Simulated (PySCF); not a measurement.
# TbF3(H2O): other functionals and bases at one geometry

One table from this session's results is given with a row withheld; the runs are named, their logs left out.

The runs use PySCF 2.14.0; several levels, as the steps say, no spin–orbit coupling.

1 further run of the same task is left out (for a known fault of the program).

## Where the work starts

7 atoms, charge 0, spin multiplicity 1.

Bond lengths: Tb1–F2 2.040 Å, Tb1–F3 2.035 Å, Tb1–F4 2.040 Å, Tb1–O5 2.425 Å, O5–H6 0.965 Å, O5–H7 0.965 Å. Angles: F2–Tb1–F3 116.0°, F2–Tb1–F4 118.7°, F2–Tb1–O5 99.4°, F3–Tb1–F4 116.0°, F3–Tb1–O5 102.2°, F4–Tb1–O5 99.4°, Tb1–O5–H6 126.5°, Tb1–O5–H7 126.5°, H6–O5–H7 106.9°.

Coordinates:

```csv
atom,x (Å),y (Å),z (Å)
Tb1,0.0818,-0.0873,0.0873
F2,1.0805,1.3587,1.1227
F3,-1.3054,-1.1405,1.1405
F4,1.0805,-1.1227,-1.3587
O5,-1.3020,1.3206,-1.3206
H6,-1.6344,2.2008,-1.1038
H7,-1.6344,1.1038,-2.2008
```

Formal oxidation states: Tb +3. Each metal's 8 4f electrons lie in its core potential, so multiplicities, spins and levels count the valence alone. An earlier session relaxed this geometry at PBE0, Tb lcecp-1-SVP with ECP54, F def2-SVP, O def2-SVP, H def2-SVP (singlet, point group Cs).

At PBE0 on the finer grid: E = -412.070997 Eh, HOMO -9.44 eV, LUMO -1.16 eV, Mulliken charge on Tb1 +1.21 e, largest force component 0.020 eV/Å. 

Levels to run: BP86; HF; PBE0, TZVP. Hardware: 2 threads of Arm Neoverse V2, shared host.

The first run:

run.py (the lines that set the calculation) reads:

```python
mol = gto.M(atom='''
Tb     0.08182    -0.08729     0.08729
F      1.08051     1.35868     1.12274
F     -1.30541    -1.14051     1.14051
F      1.08051    -1.12274    -1.35868
O     -1.30201     1.32064    -1.32064
H     -1.63438     2.20076    -1.10379
H     -1.63438     1.10379    -2.20076''',
    basis={'Tb': 'lcecp-1-SVP', 'F': 'def2-SVP', 'O': 'def2-SVP', 'H': 'def2-SVP'},
    ecp={'Tb': 'lcecp-1-SVP'},
    charge=0, spin=0)
mf = dft.RKS(mol, xc='B88,P86')
mf.grids.atom_grid = (75, 302)  # f atoms: unpruned, at least (60, 302)
mf = mf.density_fit()  # fitting sets: Tb AutoAux, F def2-universal-JKFIT, O def2-universal-JKFIT, H def2-universal-JKFIT
mf.conv_tol = 1e-08; mf.max_cycle = 55
mf.kernel(dm0)  # dm0: the density of the relaxed state
```

On the command line:

```bash
$ OMP_NUM_THREADS=2 python run.py
```

Steps of the session up to this table: BP86; HF; PBE0, TZVP.

One of the session's tables, all rows but one given; the rest of the session is left out.

```
              level  HOMO (eV)  gap (eV)  charge on Tb1 (e)  dipole (D)  largest force component (eV/Å)
PBE0 (relaxed here)      -9.44      8.29               1.21        6.73                            0.02
               BP86      -7.57      5.77               0.99        6.56                            0.51
                 HF     -14.62     15.77               1.72        7.09                            0.78
         PBE0, TZVP          ?         ?                  ?           ?                               ?
```

**Question.** Estimate the row for PBE0, TZVP.

**Answer.** HOMO (eV): -9.64; gap (eV): 8.22; charge on Tb1 (e): 1.63; dipole (D): 6.73; largest force component (eV/Å): 0.22. In the column «HOMO (eV)» it lies between HF (-14.62) and PBE0 (relaxed here) (-9.44).

In one basis the HOMO–LUMO gap runs from 5.77 eV (BP86) to 15.77 eV (HF). The largest leftover force, 0.78 eV/Å with HF, stands at a geometry relaxed at another level. With 4f in the core, its levels are missing from HOMO and gap, and its count is fixed, so no charge can pass from the ligands into it. Total energies of different levels can't be compared.
